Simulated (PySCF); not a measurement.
# A gas-phase reaction: CH5BO2 + BrH → BBrH2O2 + CH4

Aim: the reaction energy of `CB(O)O` + `Br` → `OB(O)Br` + `C`.

Computed with PySCF 2.14.0; each step states its level. No surroundings beyond the atoms listed, unless a continuum is named. Atoms count from 0, parts from 1.

## Step 1: The system as given

Each species was relaxed by itself at PBE0-D3(BJ)/def2-SVPD.

## Step 2: Energies of the species: wB97M-D3(BJ)/def2-TZVPD

The job: settings as JSON, then the geometry in Å.

```
{"job": {"kind": "react", "xc": "wB97M-D3(BJ)", "basis": "def2-TZVPD"}, "charge": 0, "multiplicity": 1}
-1 CH5BO2 charge 0 multiplicity 1
C      0.025760     0.207960    -0.919190
B     -0.012580    -0.142080     0.623060
O     -0.630650    -1.259320     1.105820
O      0.540470     0.655220     1.581730
H      0.792250     0.951520    -1.181700
H     -0.946410     0.624760    -1.229850
H      0.199280    -0.681970    -1.543300
H     -1.012420    -1.814780     0.424860
H      0.975490     1.433240     1.230800

-1 BrH charge 0 multiplicity 1
Br     0.715010     0.003290    -0.000690
H     -0.708740    -0.000340    -0.000760

+1 BBrH2O2 charge 0 multiplicity 1
O      1.347220    -0.357030     0.088620
B      0.071530     0.060820    -0.007600
O     -0.201090     1.376960     0.060460
Br    -1.376480    -1.235150    -0.244870
H      1.463540    -1.307750     0.031800
H     -1.131640     1.598160    -0.015650

+1 CH4 charge 0 multiplicity 1
C     -0.001730     0.001100     0.001600
H      0.896940    -0.345550    -0.523390
H     -0.140760     1.073860    -0.180660
H      0.112950    -0.175040     1.078260
H     -0.876030    -0.548900    -0.367820
```

With the program's defaults for keys left out, this is: wB97M-D3(BJ)/def2-TZVPD reaction energy of separated species, gas phase.

Command:

```bash
> OMP_NUM_THREADS=1 python cluster_run.py task.json out
```

The driver reads the jobs from task.json and runs them one after another.

**Question.** The jobs that follow are: PBE0-D3(BJ)/def2-TZVPD reaction energy of separated species, gas phase; MP2/def2-TZVPD reaction energy of separated species, gas phase. Predict: reaction energy (wB97M-D3(BJ)/def2-TZVPD); ΔH, ΔG at 298 K (xTB thermal terms). Thermal terms come from harmonic xTB runs on each species.

**Answer**, as computed:

| quantity | value |
| --- | --- |
| reaction energy (wB97M-D3(BJ)/def2-TZVPD) | -19.02 kcal/mol |
| ΔH, ΔG at 298 K (xTB thermal terms) | -16.5, -16.5 kcal/mol |
| range of the reaction energy over the runs of this table | -22.10 to -19.02 kcal/mol |

What this shows: The reaction is exothermic by 16.5 kcal/mol in the gas phase; dispersion gives +0.31, and xTB itself gave -30.28 for the electronic energy (xTB energies and thermal terms come from the earlier relaxation of each species, not shown). No barrier was sought. xTB and this level differ widely in the electronic energy, so what comes from xTB (the thermal terms above all) is less safe here. The reaction energy runs from -22.10 (MP2/def2-TZVPD) to -19.02 kcal/mol (wB97M-D3(BJ)/def2-TZVPD).
